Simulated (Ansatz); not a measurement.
# Rb4NCl: the cost of one run

Method: DFT PBE, scalar-relativistic, plane waves, PAW, in Ansatz 0.2.0.

### Step 1. Starting point

Symmetry: P-43m, No. 215, cubic system. The conventional cell has a = 6.769 Å, b = 6.769 Å, c = 6.769 Å, α = 90.00°, β = 90.00°, γ = 90.00°. Rb (site symmetry 3m) is surrounded by 1 N at 2.93 Å and 1 Cl at 2.93 Å. N (site symmetry -43m) has 4 Rb at 2.93 Å as nearest neighbours. Around Cl (site symmetry -43m) lie 4 Rb at 2.93 Å.

As a file:

```
Rb N Cl
1.0
     6.76877    0.00000    0.00000
     0.00000    6.76877    0.00000
     0.00000    0.00000    6.76877
Rb N Cl
4 1 1
Direct
  0.25000 0.25000 0.25000
  0.75000 0.75000 0.25000
  0.75000 0.25000 0.75000
  0.25000 0.75000 0.75000
  0.50000 0.50000 0.50000
  0.00000 0.00000 0.00000
```

A structure generator made this guess: ordered mixture on the anion sites of cuprite (P-43m, No. 215). Its size is a rough estimate.

### Step 2. A first look at the guess

Contents of input.yaml:

```yaml
crystal:
  lattice:
    - [6.76876975, 0.0, 0.0]
    - [0.0, 6.76876975, 0.0]
    - [0.0, 0.0, 6.76876975]
  atoms:
    - { symbol: Rb, position: [0.25, 0.25, 0.25] }
    - { symbol: Rb, position: [0.75, 0.75, 0.25] }
    - { symbol: Rb, position: [0.75, 0.25, 0.75] }
    - { symbol: Rb, position: [0.25, 0.75, 0.75] }
    - { symbol: "N", position: [0.5, 0.5, 0.5] }
    - { symbol: Cl, position: [0.0, 0.0, 0.0] }
basis:
  ecutwfc: 420
kpoints:
  mp_grid: { grid: [4, 4, 4] }
hamiltonian:
  xc: pbe
scf:
  occupations: { method: gaussian, width: 0.1 }
  lower_state_search: "off"
output:
  forces: true
  stress: true
  eigenvalues: true
```

Run with:

```bash
$ ansatz run input.yaml --threads 1 --pin off --max-ram 2048MiB --backend cpu --events-out ev --progress --plain --runs-dir out
```

What time and memory should one allow on 1 thread of Arm Neoverse V2, shared host?

About 5.9 s, with a peak of 0.41 GiB.
